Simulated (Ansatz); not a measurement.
# Beryllium, bcc: r²SCAN0 after r²SCAN

How do the levels change when part of the exchange is made exact, and what does it cost? Spin polarisation is left out. The cell comes from an earlier r²SCAN relaxation. Exact exchange is dear, so the k-mesh is coarse, and r²SCAN is run on the same mesh for comparison.

Program: Ansatz 0.2.0. Level of theory: DFT, plane waves (500 eV) with PBE-made PAW files, scalar-relativistic; functionals as named at each step. These are calculated values, not measurements.

## (1) The system as given

The structure is cubic, space group Im-3m (No. 229). The conventional cell has a = 2.502 Å, b = 2.502 Å, c = 2.502 Å, α = 90.00°, β = 90.00°, γ = 90.00°. Around Be (site symmetry m-3m) lie 8 Be at 2.17 Å.

Coordinates:

```
CELL_PARAMETERS angstrom
-1.25086 1.25086 1.25086
1.25086 -1.25086 1.25086
1.25086 1.25086 -1.25086
ATOMIC_POSITIONS crystal
Be 0.00000 0.00000 0.00000
```

## (2) r²SCAN, coarse mesh

The run with r²SCAN.

input.yaml reads:

```yaml
crystal:
  lattice:
    - [-1.2508581168, 1.2508581168, 1.2508581168]
    - [1.2508581168, -1.2508581168, 1.2508581168]
    - [1.2508581168, 1.2508581168, -1.2508581168]
  atoms:
    - { symbol: Be, position: [0.0, 0.0, 0.0] }
hamiltonian:
  xc: r2scan
  pseudopotentials:
    kind: paw
    azcp:
      Be: "pseudopotentials/Be.paw.azcp"
basis:
  ecutwfc: 500
  fft_grid_basis: typed
kpoints:
  mp_grid: { grid: [9, 9, 9], shift: [0, 0, 0] }
magnetization:
  spin_polarized: false
scf:
  occupations: { method: fermi_dirac, width: 0.1 }
output:
  write_density: true
  write_potential: true
  elf: true
  volumetric_format: npy
```

Command:

```console
$ ansatz run input.yaml --threads 4 --pin off --max-ram 8192MiB --backend cpu --events-out ev --progress --plain --runs-dir out
```

## (3) r²SCAN0, coarse mesh

The run with r²SCAN0.

Edit input.yaml of step 2 so:

```diff
@@ -8,3 +8,3 @@
 hamiltonian:
-  xc: r2scan
+  xc: r2scan0
   pseudopotentials:
```

(Steps that only read results are left out.)

Q: Predict the outcome of this session. Wanted: r²SCAN: gap; r²SCAN0: gap; r²SCAN0: relative to hcp.

The runs gave:

| quantity | value |
| --- | --- |
| r²SCAN: gap | none (levels filled in part) |
| r²SCAN0: gap | none (levels filled in part) |
| r²SCAN0: SCF cycles, exchange loops | 13, 2 |
| r²SCAN0: CPU time over that of r²SCAN | 2.7 |
| r²SCAN0: relative to hcp | +103 meV/atom |

What this shows: Neither r²SCAN nor r²SCAN0 shows a clean gap on this mesh. r²SCAN0 cost 2.7 times the CPU time of r²SCAN. r²SCAN0 needed 2 outer loops of the exchange operator. To compare with dense-mesh energies, the change of r²SCAN from this mesh and smearing to its dense run (+17.8 meV/atom, from a run not shown) is added. Under r²SCAN0 it lies 103 meV/atom above hcp (computed apart in the same way); on such meshes a few tens of meV are uncertain for metals. The total energies in the logs cannot be compared from one functional to another.
